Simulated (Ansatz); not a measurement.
**C₃H₅ClSi: a ladder of functionals and wavefunction methods**

The task here is to estimate one member of a computed series from the others.

The runs use Ansatz 0.2.0, Gaussian basis; functionals in def2-TZVPP, the program's frozen cores in correlated methods.

The runs, in order: PBE-D4, r2SCAN-D4, PBE0-D4, B3LYP-D4, ωB97X-V, ωB97M-V, B2PLYP; CCSD(T)/def2-TZVPP; MP2/def2-QZVPP; extrapolation to the limit.

## The relaxed structure

All runs share one geometry, relaxed beforehand with PBE0-D4 in a triple-zeta def2 set.

SMILES `[SiH3]C1=CC1Cl`, 10 atoms, charge 0, spin multiplicity 1.

Atoms are counted from 1 here; the program's logs count them from 0.

Bond lengths: Si1–C2 1.844 Å, Si1–H6 1.484 Å, Si1–H7 1.483 Å, Si1–H8 1.483 Å, C2–C3 1.305 Å, C2–C4 1.487 Å, C3–C4 1.449 Å, C3–H9 1.078 Å, C4–Cl5 1.795 Å, C4–H10 1.085 Å. Angles: C2–Si1–H6 108.6°, C2–Si1–H7 109.7°, C2–Si1–H8 108.5°, H6–Si1–H7 110.0°, H6–Si1–H8 109.6°, H7–Si1–H8 110.4°, Si1–C2–C3 152.8°, Si1–C2–C4 144.9°, C3–C2–C4 62.1°, C2–C3–C4 65.1°, C2–C3–H9 148.7°, C4–C3–H9 146.1°, C2–C4–C3 52.7°, C2–C4–Cl5 119.4°, C2–C4–H10 123.1°, C3–C4–Cl5 120.0°, C3–C4–H10 124.2°, Cl5–C4–H10 108.2°.

Set-up of the first run:

in.yaml reads:

```yaml
crystal:
  periodic: [false, false, false]
  atoms:
    - {symbol: Si, position_ang: [-0.995810, -0.948286, 1.001337]}
    - {symbol: C, position_ang: [0.250426, -0.102807, -0.062331]}
    - {symbol: C, position_ang: [1.474122, 0.171080, -0.422813]}
    - {symbol: C, position_ang: [0.449349, 0.912446, -1.130300]}
    - {symbol: Cl, position_ang: [0.179995, 2.647381, -0.757887]}
    - {symbol: H, position_ang: [-1.921337, -1.714014, 0.129387]}
    - {symbol: H, position_ang: [-0.309603, -1.866598, 1.942798]}
    - {symbol: H, position_ang: [-1.755767, 0.083743, 1.746928]}
    - {symbol: H, position_ang: [2.531568, 0.023965, -0.276907]}
    - {symbol: H, position_ang: [0.180256, 0.742089, -2.167311]}
basis:
  gaussian: {orbitals: def2-TZVPP}
hamiltonian: {xc: pbe, dispersion: d4}
output: {forces: true, orbitals: {seedname: orbitals}}
```

On the command line:

```sh
$ ansatz run in.yaml --threads 4 --pin off --events-out ev --progress --plain --max-ram 10444MiB
```

Among the steps run: PBE-D4 (GGA); r2SCAN-D4 (meta-GGA); PBE0-D4 (hybrid); B3LYP-D4 (hybrid); ωB97X-V (range-separated); ωB97M-V (range-separated); B2PLYP (double hybrid); CCSD(T) in def2-TZVPP; MP2 in def2-QZVPP.

One table of the session follows, with a row left open; its other results are not shown here.

```
            method  atomisation energy (kJ/mol)
            PBE-D4                       3790.3
         r2SCAN-D4                       3712.0
           PBE0-D4                       3726.4
          B3LYP-D4                       3683.4
           ωB97X-V                       3706.8
           ωB97M-V                       3703.9
            B2PLYP                       3645.6
     HF/def2-TZVPP                       2681.4
    MP2/def2-TZVPP                            ?
   CCSD/def2-TZVPP                       3516.5
CCSD(T)/def2-TZVPP                       3582.6
           MP2/CBS                       3763.1
       CCSD(T)/CBS                       3682.7
```

Q: Estimate the row for MP2/def2-TZVPP from the others.

As computed: atomisation energy (kJ/mol): 3662.9. In the column «atomisation energy (kJ/mol)» it lies between B2PLYP (3645.6) and CCSD(T)/CBS (3682.7).

Limits of these values: Free atoms (1 Si, 3 C, 1 Cl, 5 H) were run apart at each level; the atomisation energy is their sum less the molecule, without zero-point or spin-orbit terms.
